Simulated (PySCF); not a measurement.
Molecule: FCClBrH, in a box.

```
F C Cl Br H
1.0
    12.00000    0.00000    0.00000
     0.00000   12.00000    0.00000
     0.00000    0.00000   12.00000
F C Cl Br H
1 1 1 1 1
Direct
  0.45963 0.51253 0.60643
  0.50651 0.50630 0.50587
  0.61313 0.41198 0.50185
  0.38926 0.46700 0.40305
  0.53717 0.58707 0.47971
```

The cell isn't the ideal one: atoms moved at random, drawn with an rms of 0.05 Å.

Base run:

```yaml
Program: PySCF 2.14.0
Functional: r2SCAN
Potentials_or_basis: 6-31g* (all-electron)
k_mesh: 1 × 1 × 1
Occupations: fixed
Spin: no spin polarisation
```

Its results: gap between the frontier levels 5.89 eV.

After a change of settings the same cell gave: gap between the frontier levels 10.17 eV. Which change was it?
A. functional from r2SCAN to PBE
B. functional from r2SCAN to B3PW91; dispersion from none to D3(BJ)
C. functional from r2SCAN to X3LYP; dispersion from none to D3
D. functional from r2SCAN to PBE50

D.

PBE50 gives the wider gap, since exact exchange removes part of the self-interaction.

Caveats: this is a molecule in a periodic box at the Γ point, so its band gap is the HOMO-LUMO gap; relativity is left out, which matters for the heavier elements; the basis of atomic orbitals isn't converged, which shifts pressures, moduli and gaps.
